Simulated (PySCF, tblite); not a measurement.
# C₆H₁₂FN: a rotation path, then NMR shifts on frames, part 2 of 2

tblite 0.8.0 and PySCF 2.14.0. Atoms count from 0. Earlier steps stand in the parts before.

**5. NMR shieldings: image 5, PBE0/pcSseg-1**

What the job is given:

```
{"job": {"kind": "nmr", "xc": "PBE0", "basis": "pcSseg-1", "pop": false}, "charge": 0, "multiplicity": 1}
F     -1.664400     0.945400    -1.416000
C     -1.958800    -0.017400    -0.481700
C     -0.929500    -0.107900     0.660000
C     -0.013000     1.122200     0.740600
C      1.049000     1.127000    -0.361100
C      1.803600    -0.205000    -0.380200
N      0.919900    -1.349400    -0.509700
C     -0.056900    -1.377200     0.556400
H     -2.946900     0.246700    -0.093200
H     -2.031200    -0.959300    -1.036700
H     -1.501200    -0.175100     1.592200
H      0.486100     1.106700     1.712600
H     -0.611800     2.033600     0.682100
H      1.747600     1.947800    -0.189800
H      0.577400     1.285300    -1.331300
H      2.513200    -0.226300    -1.210400
H      2.361400    -0.330600     0.553300
H      0.450600    -1.307100    -1.410500
H     -0.692200    -2.257200     0.422800
H      0.492100    -1.491600     1.497500
```

With the program's defaults for keys left out, this is: GIAO PBE0/pcSseg-1 NMR shielding, non-relativistic, gas phase.

The log of the run:

```text
coarse grid: 16104 points
cycle   1  E = -389.8410047605  dE =  9.315e-01  |g| = 5.459e-01  |ddm| = 3.819e+00
cycle   2  E = -389.8152260261  dE =  2.578e-02  |g| = 7.010e-01  |ddm| = 1.027e+00
cycle   3  E = -389.9018743071  dE = -8.665e-02  |g| = 6.574e-02  |ddm| = 5.808e-01
cycle   4  E = -389.9025514705  dE = -6.772e-04  |g| = 2.320e-02  |ddm| = 6.093e-02
cycle   5  E = -389.9026525996  dE = -1.011e-04  |g| = 9.218e-03  |ddm| = 2.581e-02
cycle   6  E = -389.9026708320  dE = -1.823e-05  |g| = 9.325e-04  |ddm| = 9.061e-03
cycle   7  E = -389.9026710067  dE = -1.748e-07  |g| = 2.801e-04  |ddm| = 9.978e-04
final grid: 154312 points
cycle   8  E = -389.9580623339  dE = -7.080e-05  |g| = 9.478e-03  |ddm| = 4.113e-02
cycle   9  E = -389.9580517893  dE =  1.054e-05  |g| = 1.181e-02  |ddm| = 1.899e-02
cycle  10  E = -389.9580848807  dE = -3.309e-05  |g| = 9.955e-04  |ddm| = 1.051e-02
cycle  11  E = -389.9580850317  dE = -1.510e-07  |g| = 3.166e-04  |ddm| = 9.977e-04
cycle  12  E = -389.9580850459  dE = -1.423e-08  |g| = 8.297e-05  |ddm| = 2.665e-04
cycle  13  E = -389.9580850471  dE = -1.163e-09  |g| = 2.228e-05  |ddm| = 8.968e-05
cycle  14  E = -389.9580850472  dE = -1.093e-10  |g| = 3.694e-06  |ddm| = 1.871e-05
converged SCF energy = -389.9580850472

GIAO shielding tensors (ppm)
atom      isotropic    diamagn.    paramagn.     s11        s22        s33       span
  0 F      426.803     475.303     -48.501    378.708    416.861    484.839    106.131
  1 C       96.777     239.188    -142.411     55.183     85.905    149.242     94.059
  2 C      150.770     251.046    -100.276    139.360    143.693    169.255     29.895
  3 C      159.317     245.781     -86.464    153.064    160.299    164.588     11.524
  4 C      158.068     247.801     -89.733    147.000    158.175    169.030     22.030
  5 C      135.985     244.763    -108.778    121.779    131.434    154.741     32.961
  6 N      223.094     320.960     -97.866    186.936    217.749    264.596     77.660
  7 C      129.595     244.755    -115.159    118.721    129.573    140.492     21.772
  8 H       26.618      28.332      -1.714     21.249     27.164     31.442     10.193
  9 H       27.007      29.296      -2.289     22.956     27.509     30.557      7.601
 10 H       30.193      32.556      -2.363     25.968     28.107     36.504     10.536
 11 H       30.067      31.176      -1.110     26.046     28.092     36.062     10.016
 12 H       29.467      30.469      -1.002     25.583     27.160     35.658     10.075
 13 H       30.516      29.976       0.540     26.376     27.886     37.285     10.909
 14 H       29.874      30.970      -1.096     25.404     30.199     34.019      8.615
 15 H       28.577      28.780      -0.203     23.512     27.211     35.006     11.495
 16 H       29.145      29.659      -0.514     24.466     28.229     34.740     10.274
 17 H       31.086      33.531      -2.445     25.153     29.009     39.096     13.943
 18 H       28.924      30.254      -1.330     23.940     27.818     35.014     11.075
 19 H       28.896      30.461      -1.564     24.486     27.993     34.210      9.724
```

Run time: 1.8 min. Hardware: 1 thread, shared host.

This run: δ C1 90.1, C7 57.3, C5 50.9, C2 36.2, H8 5.10, H9 4.71 ppm.

**6. Shielding tensors: image 6, PBE0/pcSseg-1**

What the job is given:

```
{"job": {"kind": "nmr", "xc": "PBE0", "basis": "pcSseg-1", "pop": false}, "charge": 0, "multiplicity": 1}
F     -1.533000     0.667600    -1.577000
C     -1.967500    -0.022500    -0.472100
C     -0.927600    -0.125000     0.652600
C     -0.024800     1.113300     0.755800
C      1.045300     1.147000    -0.338400
C      1.805600    -0.182100    -0.385800
N      0.931300    -1.331100    -0.533500
C     -0.043900    -1.384000     0.532800
H     -2.858000     0.509600    -0.123400
H     -2.255500    -1.014600    -0.836500
H     -1.508800    -0.214200     1.577800
H      0.469300     1.089600     1.730500
H     -0.633100     2.019500     0.708700
H      1.741600     1.963900    -0.140800
H      0.581800     1.328100    -1.308000
H      2.512300    -0.182900    -1.218700
H      2.368100    -0.320200     0.543200
H      0.456900    -1.277500    -1.431100
H     -0.671000    -2.268000     0.387900
H      0.505800    -1.505600     1.473100
```

With the program's defaults for keys left out, this is: GIAO PBE0/pcSseg-1 NMR shielding, non-relativistic, gas phase.

The log of the run:

```text
coarse grid: 16104 points
cycle   1  E = -389.8428927785  dE =  9.322e-01  |g| = 5.450e-01  |ddm| = 3.820e+00
cycle   2  E = -389.8166665326  dE =  2.623e-02  |g| = 7.011e-01  |ddm| = 1.038e+00
cycle   3  E = -389.9037217347  dE = -8.706e-02  |g| = 6.573e-02  |ddm| = 5.942e-01
cycle   4  E = -389.9043964374  dE = -6.747e-04  |g| = 2.291e-02  |ddm| = 6.129e-02
cycle   5  E = -389.9044933203  dE = -9.688e-05  |g| = 9.290e-03  |ddm| = 2.551e-02
cycle   6  E = -389.9045116973  dE = -1.838e-05  |g| = 8.865e-04  |ddm| = 8.931e-03
cycle   7  E = -389.9045118549  dE = -1.575e-07  |g| = 2.766e-04  |ddm| = 9.544e-04
final grid: 154312 points
cycle   8  E = -389.9602080402  dE = -6.675e-05  |g| = 9.715e-03  |ddm| = 3.678e-02
cycle   9  E = -389.9601957618  dE =  1.228e-05  |g| = 1.245e-02  |ddm| = 1.927e-02
cycle  10  E = -389.9602312078  dE = -3.545e-05  |g| = 9.676e-04  |ddm| = 1.063e-02
cycle  11  E = -389.9602313473  dE = -1.395e-07  |g| = 3.232e-04  |ddm| = 9.164e-04
cycle  12  E = -389.9602313627  dE = -1.544e-08  |g| = 7.689e-05  |ddm| = 2.802e-04
cycle  13  E = -389.9602313638  dE = -1.043e-09  |g| = 2.068e-05  |ddm| = 8.469e-05
cycle  14  E = -389.9602313639  dE = -9.015e-11  |g| = 3.657e-06  |ddm| = 1.815e-05
converged SCF energy = -389.9602313639

GIAO shielding tensors (ppm)
atom      isotropic    diamagn.    paramagn.     s11        s22        s33       span
  0 F      423.643     476.136     -52.493    372.647    422.995    475.287    102.640
  1 C       93.846     238.619    -144.773     54.413     86.226    140.899     86.486
  2 C      149.287     250.882    -101.594    137.139    142.733    167.990     30.851
  3 C      158.403     245.830     -87.427    155.040    158.908    161.260      6.219
  4 C      158.551     247.731     -89.179    148.526    158.490    168.639     20.113
  5 C      135.859     244.566    -108.706    121.214    131.384    154.980     33.767
  6 N      219.394     321.028    -101.635    189.015    205.091    264.075     75.059
  7 C      128.268     244.778    -116.510    118.865    126.446    139.494     20.629
  8 H       26.623      28.360      -1.736     21.249     27.124     31.497     10.248
  9 H       26.821      28.995      -2.174     22.572     27.016     30.876      8.304
 10 H       30.514      32.460      -1.946     26.665     28.155     36.722     10.057
 11 H       29.936      31.169      -1.233     25.996     28.018     35.795      9.798
 12 H       29.530      30.545      -1.015     25.621     27.192     35.777     10.156
 13 H       30.545      29.984       0.561     26.412     27.918     37.304     10.892
 14 H       29.680      30.934      -1.254     25.307     29.947     33.786      8.479
 15 H       28.544      28.740      -0.196     23.530     27.200     34.903     11.373
 16 H       29.108      29.641      -0.533     24.353     28.283     34.688     10.335
 17 H       31.163      33.526      -2.362     25.403     29.212     38.875     13.473
 18 H       28.704      30.370      -1.665     23.935     27.655     34.523     10.588
 19 H       28.821      30.490      -1.669     24.517     27.949     33.998      9.481
```

Run time: 1.7 min. Hardware: 1 thread, shared host.

In short: δ C1 93.1, C7 58.7, C5 51.1, C2 37.6, H8 5.09, H9 4.90 ppm.

**7. Shielding tensors: image 8, PBE0/pcSseg-1**

What the job is given:

```
{"job": {"kind": "nmr", "xc": "PBE0", "basis": "pcSseg-1", "pop": false}, "charge": 0, "multiplicity": 1}
F     -1.440000     0.035100    -1.712900
C     -1.975600    -0.019500    -0.447800
C     -0.920800    -0.149500     0.650800
C     -0.034600     1.096400     0.787500
C      1.017000     1.178000    -0.318400
C      1.815500    -0.129000    -0.368900
N      0.969700    -1.289900    -0.569900
C     -0.033700    -1.400800     0.465500
H     -2.558800     0.899300    -0.321600
H     -2.645500    -0.886600    -0.439900
H     -1.493500    -0.272300     1.577700
H      0.475600     1.047100     1.753000
H     -0.656500     1.995100     0.784200
H      1.685500     2.020000    -0.129700
H      0.534600     1.339100    -1.283700
H      2.549000    -0.096800    -1.177700
H      2.351100    -0.272600     0.575900
H      0.521600    -1.222400    -1.478700
H     -0.659800    -2.269400     0.245400
H      0.494000    -1.590700     1.406600
```

With the program's defaults for keys left out, this is: GIAO PBE0/pcSseg-1 NMR shielding, non-relativistic, gas phase.

The log of the run:

```text
coarse grid: 16104 points
cycle   1  E = -389.8477250121  dE =  9.329e-01  |g| = 5.444e-01  |ddm| = 3.819e+00
cycle   2  E = -389.8209272622  dE =  2.680e-02  |g| = 7.015e-01  |ddm| = 1.049e+00
cycle   3  E = -389.9085361968  dE = -8.761e-02  |g| = 6.502e-02  |ddm| = 6.068e-01
cycle   4  E = -389.9091909878  dE = -6.548e-04  |g| = 2.277e-02  |ddm| = 6.151e-02
cycle   5  E = -389.9092852959  dE = -9.431e-05  |g| = 9.321e-03  |ddm| = 2.524e-02
cycle   6  E = -389.9093035759  dE = -1.828e-05  |g| = 8.473e-04  |ddm| = 8.766e-03
cycle   7  E = -389.9093037188  dE = -1.429e-07  |g| = 2.768e-04  |ddm| = 9.512e-04
final grid: 154312 points
cycle   8  E = -389.9643519845  dE = -5.951e-05  |g| = 9.304e-03  |ddm| = 3.490e-02
cycle   9  E = -389.9643413878  dE =  1.060e-05  |g| = 1.168e-02  |ddm| = 1.843e-02
cycle  10  E = -389.9643737594  dE = -3.237e-05  |g| = 9.121e-04  |ddm| = 1.014e-02
cycle  11  E = -389.9643738843  dE = -1.250e-07  |g| = 2.966e-04  |ddm| = 8.608e-04
cycle  12  E = -389.9643738968  dE = -1.252e-08  |g| = 7.488e-05  |ddm| = 2.554e-04
cycle  13  E = -389.9643738978  dE = -9.414e-10  |g| = 2.079e-05  |ddm| = 8.270e-05
converged SCF energy = -389.9643738978

GIAO shielding tensors (ppm)
atom      isotropic    diamagn.    paramagn.     s11        s22        s33       span
  0 F      420.720     476.721     -56.001    373.757    426.195    462.208     88.451
  1 C       91.158     238.869    -147.711     55.542     84.900    133.033     77.491
  2 C      148.671     250.705    -102.034    134.447    145.220    166.346     31.900
  3 C      153.261     246.644     -93.383    145.414    154.879    159.490     14.077
  4 C      158.244     248.039     -89.795    146.788    159.817    168.126     21.338
  5 C      135.512     244.703    -109.191    121.266    132.270    152.998     31.732
  6 N      214.360     320.939    -106.579    188.381    194.161    260.539     72.158
  7 C      132.040     243.891    -111.851    116.644    131.880    147.596     30.952
  8 H       26.674      28.653      -1.979     22.020     26.758     31.245      9.225
  9 H       26.634      28.595      -1.961     21.916     26.680     31.305      9.389
 10 H       30.817      32.331      -1.514     27.205     28.233     37.012      9.807
 11 H       29.818      31.362      -1.544     26.268     27.919     35.268      9.001
 12 H       29.718      31.089      -1.371     25.686     27.559     35.910     10.223
 13 H       30.444      30.088       0.356     26.306     27.761     37.266     10.960
 14 H       29.864      31.133      -1.269     26.222     29.392     33.976      7.754
 15 H       28.524      28.768      -0.243     23.543     27.169     34.860     11.317
 16 H       29.097      29.707      -0.610     24.461     28.239     34.592     10.132
 17 H       30.938      33.384      -2.446     25.025     29.373     38.417     13.392
 18 H       28.341      30.043      -1.702     23.914     27.277     33.833      9.919
 19 H       28.650      30.234      -1.585     23.879     27.945     34.125     10.246
```

It took 1.8 min on 1 thread, shared host.

Key values: δ C1 95.8, C7 54.9, C5 51.4, C2 38.3, H9 5.08, H8 5.04 ppm.

**8. Comparing the runs: NMR shifts**

Shifts (ppm) of some atoms, chosen among heavy atoms and hydrogens apart, with basis size and wall time:

| frame | C1 | C7 | C3 | H10 | H17 | F0 | N6 | functions | time |
| --- | --- | --- | --- | --- | --- | --- | --- | --- | --- |
| image 0 | 86.7 | 52.7 | 27.0 | 1.55 | -0.24 | -256.8 | 49.4 | 196 | 2.2 min |
| image 2 | 83.7 | 49.8 | 26.9 | 1.75 | 0.46 | -261.7 | 43.5 | 196 | 2.1 min |
| image 5 | 90.1 | 57.3 | 27.6 | 1.52 | 0.63 | -255.9 | 44.6 | 196 | 1.8 min |
| image 6 | 93.1 | 58.7 | 28.5 | 1.20 | 0.55 | -252.7 | 48.3 | 196 | 1.7 min |
| image 8 | 95.8 | 54.9 | 33.7 | 0.90 | 0.78 | -249.8 | 53.4 | 196 | 1.8 min |

**9. Summary of results**

The summary covers parts 1 to 2.

```
                                         quantity                                                                        value
                                          barrier                                           0.136 eV (3.1 kcal/mol) at image 5
                            end to end (GFN2-xTB)                                                                     0.022 eV
  13C shifts against TMS (PBE0/pcSseg-1, image 0)                                       86.7, 52.7, 51.4, 38.2, 27.0, 25.7 ppm
   1H shifts against TMS (PBE0/pcSseg-1, image 0)  5.06, 4.63, 3.11, 2.97, 2.95, 2.60, 2.22, 1.60, 1.55, 1.53, 1.29, -0.24 ppm
19F shifts against CFCl3 (PBE0/pcSseg-1, image 0)                                                                   -256.8 ppm
  15N shifts against NH3 (PBE0/pcSseg-1, image 0)                                                                     49.4 ppm
                         range of the shift of C1                                                             83.7 to 95.8 ppm
```

What this shows: Along the band the dihedral turns by 133°, and the top (dihedral 252°) lies 3.1 kcal/mol above the start (GFN2-xTB, rough), so at room temperature this motion is fast. Ends this close can change order at a higher level. The top was not checked by a frequency run. Shifts at one fixed geometry are not the observed spectrum, which averages over the motion. In the first frame run (image 0): The largest span, 99 ppm, is at C1, where the paramagnetic term is -144 ppm. Across the 5 runs the shift of C1 moves most, between 83.7 (image 2) and 95.8 ppm (image 8).
